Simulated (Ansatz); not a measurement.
## Be3N2 and its elements: a formation energy from the elements, step by step

Computed with Ansatz's Python interface.

Interactive session:
```pycon
>>> from collections import Counter
>>> import warnings
>>> import ansatz as az
>>> import numpy as np
>>> import pandas as pd
>>> FUNCTIONAL = "r2scan"
>>> CUTOFF_EV = 650
>>> MAX_SCF = 100
>>> KSPACING = 0.16
>>> FILLING = "gaussian"
>>> WIDTH_EV = 0.02
>>> PHASES = {
...     "Be3N2": (
...         [(1.419805, 0.819725, 4.866216), (-1.419805, 0.819725, 4.866216), (0.0, -1.63945, 4.866216)],
...         [
...             ("Be", (0.859001, 0.859001, 0.859001)),
...             ("Be", (0.317695, 0.317695, 0.317695)),
...             ("Be", (0.088807, 0.088807, 0.088807)),
...             ("N", (0.204163, 0.204163, 0.204163)),
...             ("N", (0.708435, 0.708435, 0.708435)),
...         ],
...     ),
...     "Be": (
...         [(2.2853, 0.0, 0.0), (-1.14265, 1.979128, 0.0), (0.0, 0.0, 3.5842)],
...         [
...             ("Be", (1 / 3, 2 / 3, 0.25)),
...             ("Be", (2 / 3, 1 / 3, 0.75)),
...         ],
...     ),
...     "N2": (
...         [(9.0, 0.0, 0.0), (0.0, 9.5, 0.0), (0.0, 0.0, 10.0)],
...         [
...             ("N", (0.5, 0.5, 0.4445)),
...             ("N", (0.5, 0.5, 0.5555)),
...         ],
...     ),
... }
>>> def build(vectors, sites):
...     crystal = az.Crystal(lattice=az.Lattice.of(vectors))
...     for symbol, position in sites:
...         crystal = crystal.atom(symbol, position)
...     return crystal
...
>>> GASES = {"N2"}
>>> def ground_state(name, crystal):
...     calc = crystal.calculation()
...     calc = calc.functional(FUNCTIONAL)
...     calc = calc.basis(CUTOFF_EV)
...     calc = calc.scf(max_iterations=MAX_SCF)
...     calc = calc.kpoints(spacing=KSPACING)
...     calc = calc.occupations(FILLING, width=WIDTH_EV)
...     calc = calc.stress()
...     if name in GASES:
...         return calc.kpoints(1, 1, 1).relax(force_tolerance=0.03, max_steps=30).run(threads=1)
...     calc = calc.relax(force_tolerance=0.03, max_steps=30, fix_cell=["shape"])
...     return calc.run(threads=1)
...
>>> def counts(outcome):
...     return Counter(site.symbol for site in outcome.lattice.sites)
...
>>> def formation_energy(outcome, mu):
...     n = counts(outcome)
...     return (outcome.report["energy_sigma0_ev"] - sum(k * mu[element] for element, k in n.items())) / sum(n.values())
...
>>> def volume_per_atom(outcome):
...     return abs(np.linalg.det(outcome.lattice.cell_ang)) / len(outcome.lattice.sites)
...
>>> warnings.simplefilter("ignore", az.DeckWarning)
>>> phases = {name: build(*cell) for name, cell in PHASES.items()}
>>> done = {name: ground_state(name, crystal) for name, crystal in phases.items()}
>>> references = {"Be": "Be", "N": "N2"}
>>> mu = {element: done[name].report["energy_sigma0_ev"] / len(done[name].lattice.sites) for element, name in references.items()}
>>> target = done["Be3N2"]
>>> heat = formation_energy(target, mu)
>>> rows = [(name, len(o.lattice.sites), volume_per_atom(o), formation_energy(o, mu)) for name, o in done.items()]
>>> print(pd.DataFrame(rows, columns=["phase", "atoms", "V (A^3/atom)", "E_form (eV/atom)"]).round(4).to_string(index=False))
phase  atoms  V (A^3/atom)  E_form (eV/atom)
Be3N2      5        6.7672           -1.1651
   Be      2        7.9104            0.0000
   N2      2      427.5000            0.0000
```

Caveats:
- For the metals among these phases the mesh is modest: differences between phases can be off by up to 40 meV an atom.
- The program warned that this SCF threshold is loose for forces or stresses.
- Atoms and volume are relaxed with the cell's shape held, which in cells of lower than cubic symmetry can hide stresses and shift volumes.
- The cells come from databases of deposited and of computed structures, and not all need be stable phases.
- The compound is the structure given, not necessarily its lowest; energies are at zero temperature, with no correction for gases. A semilocal functional's error on such energies is often 0.05 to 0.1 eV an atom, and 0.1 to 0.3 eV against gases such as O2 or F2.
- The script silences the warnings on its input, which a real study should read.
- The whole script took 6.8 min on 1 thread of Arm Neoverse V1, on a shared host, peak memory 2.4 GiB.
